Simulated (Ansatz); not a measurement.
# Li3S2: one candidate structure

Where does Li3S2 go from the start given, anti-La2O3 type (P321, No. 150)?

Program: Ansatz 0.2.0. Level of theory: DFT PBE, scalar-relativistic, plane waves, PAW. These are calculated values, not measurements.

### 1 The system as given

It takes space group P321 (No. 150, trigonal). The conventional cell has a = 3.797 Å, b = 3.797 Å, c = 5.912 Å, α = 90.00°, β = 90.00°, γ = 120.00°. Around Li (site symmetry 2) lie 2 Li at 1.64 Å and 2 S at 2.07 Å. S (site symmetry 3) has 3 Li at 2.07 Å as nearest neighbours.

Structure file:

```
CELL_PARAMETERS angstrom
3.79675 0.00000 0.00000
-1.89838 3.28808 0.00000
0.00000 0.00000 5.91250
ATOMIC_POSITIONS crystal
Li 0.25000 0.25000 0.00000
Li 0.75000 0.00000 0.00000
Li 0.00000 0.75000 0.00000
S 0.33333 0.66667 0.25000
S 0.66667 0.33333 0.75000
```

(A quick probe on a coarse mesh, which set the mesh and smearing, is not shown.)

### 3 Coarse relaxation

The input, input.yaml:

```yaml
crystal:
  lattice:
    - [3.7967519413, 0.0, 0.0]
    - [-1.8983759706, 3.288083633, 0.0]
    - [0.0, 0.0, 5.9124991]
  atoms:
    - { symbol: Li, position: [0.25, 0.25, 0.0] }
    - { symbol: Li, position: [0.75, 0.0, 0.0] }
    - { symbol: Li, position: [0.0, 0.75, 0.0] }
    - { symbol: S, position: [0.3333333333, 0.6666666667, 0.25] }
    - { symbol: S, position: [0.6666666667, 0.3333333333, 0.75] }
basis:
  ecutwfc: 420
kpoints:
  mp_grid: { grid: [6, 6, 4] }
hamiltonian:
  xc: pbe
scf:
  occupations: { method: gaussian, width: 0.1 }
  lower_state_search: "off"
output:
  forces: true
  stress: true
  eigenvalues: true
relax:
  adjacent_minimum: "off"
  f_tol: 0.04
  max_steps: 70
  cell: { stress_tol: 0.4 }
```

On the command line:

```
ansatz run input.yaml --threads 1 --pin off --max-ram 2560MiB --backend cpu --events-out ev --progress --plain --runs-dir out
```

The session goes on with these runs: coarse relaxation; full relaxation.

Q: Predict the outcome of this session.

**Answer**, as computed:

Formation energies count from the elements, computed with the same settings in runs not shown here.

```
                          quantity                                                                       value
                              cell  a = 6.811 Å, b = 6.811 Å, c = 2.935 Å, α = 90.00°, β = 90.00°, γ = 120.00°
                       space group                                                            P6/mmm (No. 191)
                            volume                                                               23.58 Å³/atom
                   gap on the mesh                                                                none (metal)
formation energy from the elements                                                              -1.031 eV/atom
```

The structure ended in another space group than at the start: P321 to P6/mmm. With -1.03 eV/atom it lies under the elements, which doesn't yet make it stable against other compounds of them. The final runs have no spin polarisation, so no magnetic state was tried and one may lie lower.
